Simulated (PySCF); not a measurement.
# ClHfO (Hf(O)(Cl)+): the cost of one run

Computed with PySCF 2.14.0. Level: PBE0, Hf def2-SVP with ECP60, O def2-SVP, Cl def2-SVP; scalar-relativistic core potentials, no spin–orbit coupling.

1 further run of the same task is left out (for a known fault of the program).

## Step 1: Starting geometry

3 atoms, charge 1, spin multiplicity 1.

Bond lengths: Hf1–O2 1.709 Å, Hf1–Cl3 2.285 Å. Angles: O2–Hf1–Cl3 105.3°.

As a file:

```xyz
3
ClHfO
Hf    0.1830    0.0000   -0.4514
O     1.4965    0.0000    0.6426
Cl   -1.6895    0.0000    0.8574
```

Formal oxidation states: Hf +4. An earlier session relaxed this geometry at PBE0, Hf def2-SVP with ECP60, O def2-SVP, Cl def2-SVP (singlet, point group Cs).

Its energy there is -582.778565 Eh.

## Step 2: One electron removed, multiplicity 2

run.py (the lines that set the calculation)

```python
mol = gto.M(atom='''
Hf     0.18297     0.00000    -0.45139
O      1.49648     0.00000     0.64260
Cl    -1.68949     0.00000     0.85737''',
    basis={'Hf': 'def2-SVP', 'O': 'def2-SVP', 'Cl': 'def2-SVP'},
    ecp={'Hf': 'def2-SVP'},
    charge=2, spin=1)
mf = dft.UKS(mol, xc='PBE0')
mf.grids.atom_grid = (50, 194)
mf = mf.density_fit()  # fitting sets: Hf def2-universal-JKFIT, O def2-universal-JKFIT, Cl def2-universal-JKFIT
mf.conv_tol = 1e-08; mf.max_cycle = 55
mf.kernel(dm0)  # dm0: the density of the relaxed state
```

Command:

```bash
$ OMP_NUM_THREADS=2 python run.py
```

**Question.** How long does this run take on 2 threads of Arm Neoverse V1, shared host?

About 1 s.
